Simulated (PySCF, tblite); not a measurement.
# C₅H₁₁OP: geometry, infrared bands and NMR shifts

What infrared bands and NMR shifts should C₅H₁₁OP (`CC(C)[C@@H]1C[P@@H]1=O`) show?

The runs use tblite 0.8.0 and PySCF 2.14.0, with density-fitted response routines of our own; the level of theory stands in each step. All values are computed, except where a source is named. Atoms count from 0, in the outputs and in this text.

## Step 1: The molecule as given

18 atoms, charge 0, multiplicity 1; geometry from: force field or distance geometry start.

Bonds of the start (Å): C0–C1 1.51, C1–C2 1.51, C1–C3 1.50, C3–C4 1.51, C4–P5 1.81, P5–O6 1.50, P5–C3 1.80, C0–H7 1.11, C0–H8 1.10, C0–H9 1.13, C1–H10 1.10, C2–H11 1.11, C2–H12 1.10, C2–H13 1.12, C3–H14 1.14, C4–H15 1.10, C4–H16 1.11, P5–H17 1.41.

## Step 2: Optimising the geometry with GFN2-xTB

What the job is given:

```
{"job": {"kind": "relax", "xc": "GFN2-xTB", "basis": "xTB"}, "charge": 0, "multiplicity": 1}
C     -1.374000    -1.377300    -0.353200
C     -0.554400    -0.148600    -0.682700
C     -1.458300     1.050200    -0.577600
C      0.574000    -0.080100     0.308100
C      1.531100     1.084500     0.161900
P      2.188600    -0.521900    -0.351300
O      2.358100    -0.691600    -1.833700
H     -2.015200    -1.156800     0.520400
H     -0.668900    -2.193000    -0.141300
H     -2.013200    -1.611300    -1.249500
H     -0.140100    -0.180000    -1.703000
H     -1.280600     1.654600     0.333200
H     -1.324600     1.710900    -1.445400
H     -2.543000     0.767500    -0.543000
H      0.305200    -0.400000     1.364900
H      1.964800     1.499800     1.078000
H      1.366100     1.807000    -0.666500
H      3.075600    -1.207800     0.504400
```

Run with:

```console
OMP_NUM_THREADS=1 python probes_run.py task.json out
```

This one command runs all jobs of the session in turn.

Log:

```text
step      E/eV     max force
  0    -622.63164    2.347
  1    -622.81761    1.856
  2    -622.89170    0.712
  3    -622.94135    0.683
  4    -622.98422    0.596
  5    -623.00031    0.302
  6    -623.01268    0.230
  7    -623.01899    0.170
  8    -623.02302    0.143
  9    -623.02668    0.196
 10    -623.03123    0.237
 11    -623.03606    0.211
 12    -623.04022    0.144
 13    -623.04304    0.115
 14    -623.04514    0.133
 15    -623.04718    0.118
 16    -623.04926    0.101
 17    -623.05132    0.096
 18    -623.05340    0.111
 19    -623.05564    0.129
 20    -623.05814    0.139
 21    -623.06072    0.142
 22    -623.06336    0.128
 23    -623.06661    0.191
 24    -623.07120    0.219
 25    -623.07702    0.228
 26    -623.08291    0.237
 27    -623.08751    0.167
 28    -623.09095    0.127
 29    -623.09455    0.180
 30    -623.09832    0.224
 31    -623.10104    0.268
 32    -623.10534    0.167
 33    -623.10914    0.108
 34    -623.11278    0.169
 35    -623.11693    0.189
 36    -623.11981    0.179
 37    -623.12229    0.117
 38    -623.12477    0.140
 39    -623.12765    0.169
 40    -623.13169    0.192
 41    -623.13580    0.152
 42    -623.13986    0.143
 43    -623.14213    0.153
 44    -623.14581    0.116
 45    -623.14728    0.137
 46    -623.14856    0.089
 47    -623.14958    0.078
 48    -623.15191    0.092
 49    -623.15314    0.093
 50    -623.15445    0.079
 51    -623.15549    0.105
 52    -623.15702    0.130
 53    -623.15901    0.139
 54    -623.16132    0.121
 55    -623.16335    0.095
 56    -623.16445    0.119
 57    -623.16644    0.121
 58    -623.16823    0.096
 59    -623.17028    0.067
 60    -623.17109    0.052
 61    -623.17165    0.055
 62    -623.17203    0.038
 63    -623.17230    0.037
 64    -623.17255    0.041
 65    -623.17293    0.066
 66    -623.17346    0.083
 67    -623.17407    0.064
 68    -623.17459    0.055
 69    -623.17507    0.055
 70    -623.17563    0.076
 71    -623.17631    0.091
 72    -623.17693    0.066
 73    -623.17733    0.049
 74    -623.17757    0.037
 75    -623.17777    0.034
 76    -623.17794    0.028
 77    -623.17807    0.020
 78    -623.17816    0.031
 79    -623.17825    0.039
 80    -623.17837    0.042
 81    -623.17852    0.039
 82    -623.17873    0.031
 83    -623.17898    0.033
 84    -623.17928    0.040
 85    -623.17955    0.041
 86    -623.17978    0.033
 87    -623.17997    0.025
 88    -623.18014    0.038
 89    -623.18027    0.039
 90    -623.18037    0.039
 91    -623.18048    0.027
 92    -623.18061    0.025
 93    -623.18076    0.029
 94    -623.18089    0.031
 95    -623.18098    0.024
 96    -623.18107    0.026
 97    -623.18121    0.025
 98    -623.18142    0.047
 99    -623.18170    0.063
100    -623.18199    0.055
101    -623.18222    0.034
102    -623.18239    0.028
103    -623.18252    0.023
104    -623.18261    0.020
105    -623.18265    0.016
106    -623.18267    0.013
107    -623.18268    0.012
108    -623.18270    0.009
```

Wall time 0.54 s (1 thread of Arm Neoverse V2, shared host).

Along the way: (not every step is listed)

```
step  energy from step 0 (eV)  largest force (eV/Å)
   0                   0.0000                2.3470
   1                  -0.1860                1.8556
   2                  -0.2601                0.7121
   3                  -0.3097                0.6828
   4                  -0.3526                0.5955
   5                  -0.3687                0.3024
   6                  -0.3810                0.2296
   7                  -0.3874                0.1700
   8                  -0.3914                0.1435
  17                  -0.4197                0.0963
  26                  -0.4513                0.2367
  35                  -0.4853                0.1893
  44                  -0.5142                0.1155
  53                  -0.5274                0.1386
  62                  -0.5404                0.0383
  71                  -0.5447                0.0913
  80                  -0.5467                0.0416
  89                  -0.5486                0.0391
  98                  -0.5498                0.0473
 103                  -0.5509                0.0233
 104                  -0.5510                0.0200
 105                  -0.5510                0.0164
 106                  -0.5510                0.0132
 107                  -0.5510                0.0116
 108                  -0.5511                0.0091
```

Distances of close pairs at the start and the end, largest changes first:

```
  bond  before (Å)  after (Å)  change (Å)
C3–H14       1.136      1.083      -0.053
 C3–C4       1.514      1.562      +0.047
 C0–H9       1.125      1.087      -0.038
 P5–O6       1.502      1.466      -0.036
C2–H13       1.121      1.087      -0.034
P5–H17       1.410      1.380      -0.030
C4–H16       1.112      1.083      -0.029
 C1–C2       1.505      1.527      +0.022
```

The final coordinates are the input of the step that follows.

## Step 3: Vibrational analysis with GFN2-xTB

What the job is given:

```
{"job": {"kind": "ir", "xc": "GFN2-xTB", "basis": "xTB"}, "charge": 0, "multiplicity": 1}
C     -1.270000    -1.413944    -0.429305
C     -0.611622    -0.053463    -0.640494
C     -1.602517     1.088197    -0.421975
C      0.572903     0.075571     0.288776
C      1.697105     1.091065    -0.089800
P      2.118830    -0.651314    -0.290251
O      2.303093    -1.291993    -1.595477
H     -1.642502    -1.507027     0.589254
H     -0.540090    -2.202028    -0.607130
H     -2.102244    -1.549031    -1.115451
H     -0.235537    -0.010320    -1.669529
H     -2.004021     1.052325     0.588928
H     -1.118138     2.051296    -0.565974
H     -2.429641     1.010932    -1.123240
H      0.320547     0.046220     1.341555
H      2.088613     1.695365     0.713764
H      1.529263     1.644920    -1.004821
H      2.917198    -1.070453     0.754753
```

Log:

```text
mode    cm-1     km/mol
  1      60.3      1.67
  2     107.8      4.37
  3     184.9      8.57
  4     207.3      1.03
  5     234.1      1.31
  6     288.8      8.41
  7     310.4      9.28
  8     343.6      3.36
  9     432.8     23.49
 10     456.9      1.98
 11     566.1      8.85
 12     698.4      6.69
 13     738.5     33.33
 14     767.2     15.66
 15     861.1     19.76
 16     888.3     10.66
 17     942.6      1.24
 18     949.7      1.41
 19     977.7      5.41
 20     985.9      2.37
 21    1007.6     10.52
 22    1039.6      4.79
 23    1094.1      2.71
 24    1150.5      0.31
 25    1160.5      5.09
 26    1194.0     13.18
 27    1229.8      3.69
 28    1289.0    279.20
 29    1311.6      1.67
 30    1348.2      7.93
 31    1385.9     11.12
 32    1404.3      5.02
 33    1417.4      1.44
 34    1490.6      0.83
 35    1494.6      1.70
 36    1502.2      5.20
 37    1503.1      2.53
 38    2361.7    166.62
 39    2927.1     21.39
 40    3021.6     16.79
 41    3025.0     14.10
 42    3027.9     16.85
 43    3033.1     69.96
 44    3035.6     20.85
 45    3041.3     16.29
 46    3044.2     55.59
 47    3047.3      8.57
 48    3086.8     17.71
```

Wall time 0.45 s (1 thread of Arm Neoverse V2, shared host).

The strongest bands and the atoms that carry them (share of the mass-weighted mode):

```
cm⁻¹  km/mol                                 atoms
 433    23.5                      P5 28 %, C2 17 %
 738    33.3  C3 26 %, H14 21 %, H15 13 %, C4 12 %
1289   279.2                      O6 53 %, P5 37 %
2362   166.6                              H17 97 %
2927    21.4                              H10 92 %
3033    70.0           H14 53 %, H11 15 %, H7 11 %
3036    20.9                    H12 57 %, H13 18 %
3044    55.6                     H13 45 %, H9 44 %
```

## Step 4: Shielding tensors: PBE0/pcSseg-1

The job, as its differences from that of step 3:

```diff
@@ -1,2 +1,2 @@
-{"job": {"kind": "ir", "xc": "GFN2-xTB", "basis": "xTB"}, "charge": 0, "multiplicity": 1}
+{"job": {"kind": "nmr", "xc": "PBE0", "basis": "pcSseg-1"}, "charge": 0, "multiplicity": 1}
 C     -1.270000    -1.413944    -0.429305
```

Method: GIAO PBE0/pcSseg-1 NMR shielding, non-relativistic, gas phase.

Log:

```text
coarse grid: 14960 points
cycle   1  E = -612.9728684732  dE =  1.073e+00  |g| = 9.311e-01  |ddm| = 3.783e+00
cycle   2  E = -612.3000739909  dE =  6.728e-01  |g| = 2.005e+00  |ddm| = 3.364e+00
cycle   3  E = -613.1342132028  dE = -8.341e-01  |g| = 2.612e-01  |ddm| = 2.805e+00
cycle   4  E = -613.1489572504  dE = -1.474e-02  |g| = 1.043e-01  |ddm| = 3.665e-01
cycle   5  E = -613.1516199798  dE = -2.663e-03  |g| = 2.206e-02  |ddm| = 1.173e-01
cycle   6  E = -613.1517322327  dE = -1.123e-04  |g| = 6.108e-03  |ddm| = 2.563e-02
cycle   7  E = -613.1517408665  dE = -8.634e-06  |g| = 1.189e-03  |ddm| = 5.904e-03
final grid: 138272 points
cycle   8  E = -613.2059516976  dE = -2.967e-05  |g| = 1.234e-02  |ddm| = 2.962e-02
cycle   9  E = -613.2058868540  dE =  6.484e-05  |g| = 2.128e-02  |ddm| = 3.163e-02
cycle  10  E = -613.2059848701  dE = -9.802e-05  |g| = 3.058e-03  |ddm| = 2.221e-02
cycle  11  E = -613.2059867591  dE = -1.889e-06  |g| = 2.404e-04  |ddm| = 2.668e-03
cycle  12  E = -613.2059867725  dE = -1.344e-08  |g| = 1.261e-04  |ddm| = 4.692e-04
cycle  13  E = -613.2059867762  dE = -3.692e-09  |g| = 2.643e-05  |ddm| = 1.290e-04
cycle  14  E = -613.2059867764  dE = -1.542e-10  |g| = 6.537e-06  |ddm| = 2.968e-05
converged SCF energy = -613.2059867764

GIAO shielding tensors (ppm)
atom      isotropic    diamagn.    paramagn.     s11        s22        s33       span
  0 C      160.188     248.292     -88.104    141.429    152.484    186.653     45.223
  1 C      155.758     246.117     -90.359    145.975    154.036    167.262     21.288
  2 C      163.971     247.507     -83.536    151.253    153.256    187.404     36.151
  3 C      155.433     257.191    -101.758    126.482    148.516    191.302     64.820
  4 C      172.544     259.420     -86.876    150.644    164.251    202.738     52.094
  5 P      416.934     966.437    -549.504    261.513    283.975    705.313    443.800
  6 O      333.140     394.404     -61.264    190.944    306.711    501.766    310.822
  7 H       30.842      31.429      -0.587     27.888     28.450     36.188      8.300
  8 H       30.171      31.341      -1.170     24.810     29.562     36.141     11.331
  9 H       30.457      30.409       0.048     25.991     27.690     37.691     11.700
 10 H       29.861      34.230      -4.368     26.566     29.252     33.767      7.201
 11 H       30.939      31.272      -0.333     27.583     28.742     36.492      8.910
 12 H       30.196      31.302      -1.105     24.994     29.192     36.404     11.410
 13 H       30.390      30.201       0.189     25.940     27.682     37.548     11.609
 14 H       31.045      35.015      -3.970     26.053     29.770     37.313     11.260
 15 H       30.824      31.396      -0.572     25.467     26.862     40.142     14.675
 16 H       30.612      32.538      -1.927     26.095     29.239     36.501     10.406
 17 H       24.678      28.798      -4.120     19.157     22.287     32.589     13.432
```

It took 26 s on 1 thread of Arm Neoverse V2, shared host; peak memory 0.82 GiB.

Shifts follow as δ = σ(reference) − σ, with reference shieldings (ppm) from runs at the same level and on the same kind of geometry: ¹H TMS 31.72, ¹³C TMS 186.9, ¹⁷O H2O 336.1, ³¹P H3PO4 318.4. The references are single molecules in the gas phase, so shifts against H2O, NH3, PH3, H3PO4 or CFCl3 are not on the usual liquid scales and can be off by tens of ppm. Atoms listed in one row are averaged.

```
        atoms                                                      environment  σ (ppm)  δ (ppm)  δ scaled to CDCl3
           C3                                       three-membered-ring carbon    155.4     31.5               28.8
           C1                                                           sp3 CH    155.8     31.2               28.5
           C0                                                    methyl carbon    160.2     26.7               24.2
           C2                                                    methyl carbon    164.0     23.0               20.5
           C4                                       three-membered-ring carbon    172.5     14.4               12.1
          H17  hydrogen on a phosphorus bonded to 2 C, O, in a 3-membered ring    24.68     7.04                  –
          H10                                            hydrogen on an sp3 CH    29.86     1.86               1.85
   H7, H8, H9                                      hydrogen on a methyl carbon    30.49     1.23               1.26
H11, H12, H13                                      hydrogen on a methyl carbon    30.51     1.21               1.24
          H16                         hydrogen on a three-membered-ring carbon    30.61     1.11               1.15
          H15                         hydrogen on a three-membered-ring carbon    30.82     0.89               0.95
          H14                         hydrogen on a three-membered-ring carbon    31.05     0.67               0.74
           P5             phosphorus bonded to 2 C, O, H, in a 3-membered ring    416.9    -98.6                  –
           O6                                                       P=O oxygen    333.1      2.9                  –
```

The scaled column applies a straight-line fit of computed shieldings to shifts measured in CDCl3 (root-mean-square error 0.16 ppm for H, 1.9 ppm for C).

The run also stored atomic charges by several schemes (e):

```
atoms  Mulliken    IAO  Hirshfeld  ESP fit
   C0     -0.20  -0.42      -0.12    -0.73
   C1     -0.33  -0.09      -0.02     0.49
   C2     -0.18  -0.42      -0.12    -0.49
   C3     -0.42  -0.37      -0.07    -0.28
   C4     -0.38  -0.55      -0.13    -0.50
   P5      0.79   1.33       0.39     0.60
   O6     -0.59  -0.88      -0.39    -0.55
```

Mayer bond orders: C0–C1 1.03, C1–C2 1.03, C1–C3 0.96, C3–C4 0.88, C4–P5 0.90, P5–O6 1.81, P5–C3 0.88.

Ring of atoms C3, C4, P5: NICS(0) -22.4, NICS(1) -6.6, NICS(1)zz -11.3 ppm (means of both faces; NICS(1) differs between them: -9.1 and -4.2).

The two faces differ (NICS(1)zz -17.1 and -5.4 ppm).

In rings of three or four atoms NICS is ruled by the nearby σ bonds, so it says little on aromaticity.

The fields below are evaluated on a grid from the run's orbitals.

Frontier orbitals at PBE0/pcSseg-1, with the share of their density that lies nearest to each atom:

```
orbital  energy (eV)                                   lies on
   HOMO        -7.07  O6 40 %; C3, C4 about 15 % each; P5 13 %
   LUMO         0.85                P5 22 %; O6 17 %; H17 13 %
```

ELF in a plane through or near 8 of the atoms.

Ten even steps from '0' (0.00) to '9' (1.00):
```
0000000000000000000000000000
0000000000000000000000000000
0000000000000000000000000000
0000000000000067410000000000
0000000000000699961110000000
0000000011000699974785000000
0000001345320189748999200000
0000024301451026217999200000
0000035166474348985651000000
0000025311565743661000000000
0000025898555762884453000000
0000014771475447854898400000
0000003551463005531898400000
0000002566652029995565100000
0000001332210069997100000000
0000000000000049996000000000
0000000000000003531000000000
0000000000000000000000000000
0000000000000000000000000000
0000000000000000000000000000
```
The map spans 11.1 Å across and 9.6 Å up, centred on the molecule. Atoms in the plane (x, y in Å): C0 (1.3, 1.4), C1 (0.6, 0.1), C2 (1.6, -1.1), C4 (-1.7, -1.0), P5 (-2.1, 0.7), H8 (0.6, 2.2), H9 (2.2, 1.5), H12 (1.1, -2.1).

On the surface of density 0.002 e/bohr³ the electrostatic potential runs, from the 1st to the 99th percentile, from -2.14 V near O6 to 1.25 V near H17.

## Step 5: Results

| quantity | value |
| --- | --- |
| strongest single infrared mode (GFN2-xTB) | 1289 cm⁻¹, 279 km/mol |
| zero-point energy (GFN2-xTB) | 93.9 kcal/mol |
| ¹³C shifts against TMS (PBE0/pcSseg-1) | 31.5, 31.2, 26.7, 23.0, 14.4 ppm |
| ¹H shifts against TMS (PBE0/pcSseg-1, means over atoms taken as alike) | 7.04, 1.86, 1.23, 1.21, 1.11, 0.89, 0.67 ppm |
| ³¹P shifts against H3PO4 (PBE0/pcSseg-1) | -98.6 ppm |
| ¹⁷O shifts against H2O (PBE0/pcSseg-1) | 2.9 ppm |
| surface potential, 1st and 99th percentile | -2.14 V and 1.25 V |

In words: The optimisation took 108 steps and gained 0.551 eV; among the close pairs (by a distance rule), C3–H14 changed most, from 1.136 to 1.083 Å. No mode is imaginary among the 48: a minimum at this level. The strongest single mode, at 1289 cm⁻¹, moves mainly O6 and P5. GFN2-xTB is a fitted tight-binding method: band positions and strengths are rough. Its intensities can rank the bands wrongly. At PBE0/pcSseg-1: The largest span, 444 ppm, is at P5, where the paramagnetic term is -550 ppm.
